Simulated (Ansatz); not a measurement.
Working through a geometry optimisation of FH5SiSn, SMILES [F][SnH2][SiH3]

Computed with the Ansatz DFT code, driven from Python.

Contents of `fh5sisn.xyz`:
```text
8

F    -2.21220    1.22120    0.21000
Sn   -0.69050    0.65210   -0.76380
Si    0.71760   -0.71900    0.76080
H    -1.10500   -0.31210   -2.13280
H     0.22730    2.03020   -1.34800
H     1.16350    0.11620    1.92120
H     1.96850   -1.18110    0.05140
H     0.02300   -1.86440    1.24520
```

Notebook, run cell by cell (the value of a cell's last expression is shown):

In [1]:
```python
import ansatz as az
import numpy as np
```

In [2]:
```python
BASIS = 'def2-SVP'
LEVEL = 'MP2'
```

In [3]:
```python
molecule = az.Crystal.molecule_from_extxyz('fh5sisn.xyz')
```

In [4]:
```python
calc = molecule.calculation()
calc = calc.basis(gaussian=BASIS).correlation(LEVEL)
symbols = [site.symbol for site in molecule.cartesian_sites]
start = np.array([site.position_ang for site in molecule.cartesian_sites], dtype=float)
summary = calc.relax(force_tolerance=0.005).run().report
end = np.array(summary['positions_ang'])
```

In [5]:
```python
print(f'E = {summary["free_energy_ev"]:.6f} eV = {summary["free_energy_ev"] / 27.211386246:.7f} Ha')
print('converged:', summary['converged'], ' doubts:', summary['published_state_doubts'] or 'none')
```
```text
E = -16459.228814 eV = -604.8655025 Ha
converged: True  doubts: none
```

In [6]:
```python
print('final positions (A) and the move of each atom')
for symbol, xyz, old in zip(symbols, end, start):
    print(f'{symbol:2s} {xyz[0]:10.5f} {xyz[1]:10.5f} {xyz[2]:10.5f}   {np.linalg.norm(xyz - old):7.4f}')
```
```text
final positions (A) and the move of each atom
F    -2.19964    1.22692    0.13745    0.0739
Sn   -0.61455    0.64341   -0.84143    0.1090
Si    0.79503   -0.74374    0.81243    0.0963
H    -1.22753   -0.23963   -2.16324    0.1456
H     0.12343    2.08774   -1.36290    0.1197
H     1.19026    0.09822    1.96448    0.0540
H     2.01263   -1.22110    0.11270    0.0855
H     0.01257   -1.90872    1.28453    0.0602
```

In [7]:
```python
charges = summary['charge_distribution']
print('dipole moment', round(4.803205 * float(np.linalg.norm(charges['dipole_moment_e_ang'])), 3), 'D')
print('Mulliken:', [(s, round(q, 3)) for s, q in zip(symbols, charges['mulliken_charges_e'])])
```
```text
dipole moment 2.786 D
Mulliken: [('F', -0.497), ('Sn', 0.798), ('Si', 0.23), ('H', -0.138), ('H', -0.138), ('H', -0.081), ('H', -0.094), ('H', -0.081)]
```

Caveats:
- Total energies depend on the basis set; only differences at equal settings carry meaning.
- The end point is the stationary point reached from this start; no frequency run checks that it is a minimum, and the basis set is modest.
- def2 sets replace the cores of elements past krypton by effective core potentials.
- Finished in 32 s on 1 thread of Arm Neoverse V1, with other jobs on the host, peak memory 0.25 GiB.
